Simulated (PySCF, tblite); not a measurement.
**2,2-dimethoxybutane (C₆H₁₄O₂): geometry, infrared bands and NMR shifts**

Wanted: the infrared bands and NMR shifts of 2,2-dimethoxybutane (C₆H₁₄O₂) (`CCC(C)(OC)OC`), by calculation.

Computed with tblite 0.8.0 and PySCF 2.14.0, with density-fitted response routines of our own, on a single molecule in the gas phase. Atoms are numbered from 0 throughout.

## Step 1: The molecule as given

22 atoms, charge 0, multiplicity 1; geometry from: force field or distance geometry start.

Bonds of the start (Å): C0–C1 1.54, C1–C2 1.53, C2–C3 1.54, C2–O4 1.44, O4–C5 1.42, C2–O6 1.45, O6–C7 1.43, C0–H8 1.10, C0–H9 1.09, C0–H10 1.09, C1–H11 1.10, C1–H12 1.08, C3–H13 1.09, C3–H14 1.09, C3–H15 1.10, C5–H16 1.10, C5–H17 1.10, C5–H18 1.09, C7–H19 1.10, C7–H20 1.10, C7–H21 1.09.

## Step 2: Geometry optimisation with GFN2-xTB

What the job is given:

```
{"job": {"kind": "relax", "xc": "GFN2-xTB", "basis": "xTB"}, "charge": 0, "multiplicity": 1}
C      2.258500    -0.916100     0.348700
C      1.407600     0.331400     0.047100
C     -0.060100     0.037200    -0.287400
C     -0.151000    -0.896300    -1.508800
O     -0.674000    -0.548300     0.876800
C     -2.037300    -0.928500     0.711300
O     -0.738200     1.249900    -0.695500
C     -0.743000     2.290600     0.280600
H      1.807100    -1.523300     1.143500
H      3.247100    -0.618100     0.683300
H      2.366600    -1.538200    -0.543100
H      1.456700     0.953700     0.955300
H      1.875800     0.905200    -0.740000
H      0.473700    -0.538600    -2.329000
H     -1.176700    -0.948100    -1.888200
H      0.150100    -1.922800    -1.232300
H     -2.419400    -1.195200     1.703300
H     -2.119000    -1.813100     0.070300
H     -2.640400    -0.104600     0.327400
H     -1.073100     1.928100     1.261400
H     -1.456900     3.058300    -0.056200
H      0.235200     2.756000     0.353700
```

Command:

```console
$ OMP_NUM_THREADS=1 python probes_run.py task.json out
```

This one command runs all jobs of the session in turn.

**Question.** This job is followed by: GFN2-xTB harmonic vibrations, gas phase; GIAO PBE0/pcSseg-1 NMR shielding, non-relativistic, gas phase. What will the session give for the following? strongest single infrared mode (GFN2-xTB); zero-point energy (GFN2-xTB); ¹³C shifts against TMS (PBE0/pcSseg-1, means over atoms taken as alike); ¹H shifts against TMS (PBE0/pcSseg-1, means over atoms taken as alike); ¹⁷O shifts against H2O (PBE0/pcSseg-1, means over atoms taken as alike); surface potential, 1st and 99th percentile.

As calculated:

| quantity | value |
| --- | --- |
| strongest single infrared mode (GFN2-xTB) | 1061 cm⁻¹, 122 km/mol |
| zero-point energy (GFN2-xTB) | 121.0 kcal/mol |
| ¹³C shifts against TMS (PBE0/pcSseg-1, means over atoms taken as alike) | 105.9, 49.8, 35.1, 24.1, 11.3 ppm |
| ¹H shifts against TMS (PBE0/pcSseg-1, means over atoms taken as alike) | 3.42, 1.57, 1.29, 1.00 ppm |
| ¹⁷O shifts against H2O (PBE0/pcSseg-1, means over atoms taken as alike) | 59.2 ppm |
| surface potential, 1st and 99th percentile | -1.39 V and 0.60 V |

What this shows: The optimisation took 56 steps and gained 0.127 eV; among the close pairs (by a distance rule), C2–O6 changed most, from 1.448 to 1.418 Å. No mode is imaginary among the 60: a minimum at this level. The strongest single mode, at 1061 cm⁻¹, is spread over several atoms, O6, C7, O4, C5 among them. GFN2-xTB is a fitted tight-binding method: band positions and strengths are rough. Its intensities can rank the bands wrongly. H16, H17, H18, H19, H20, H21 (mean) (hydrogen on a methyl carbon bonded to O) lies farthest downfield among hydrogen, at 3.42 ppm; its carbon carries O, which withdraws density. At PBE0/pcSseg-1: Shielding is most anisotropic at O4, O6 (span 99 ppm, paramagnetic term -123 ppm).
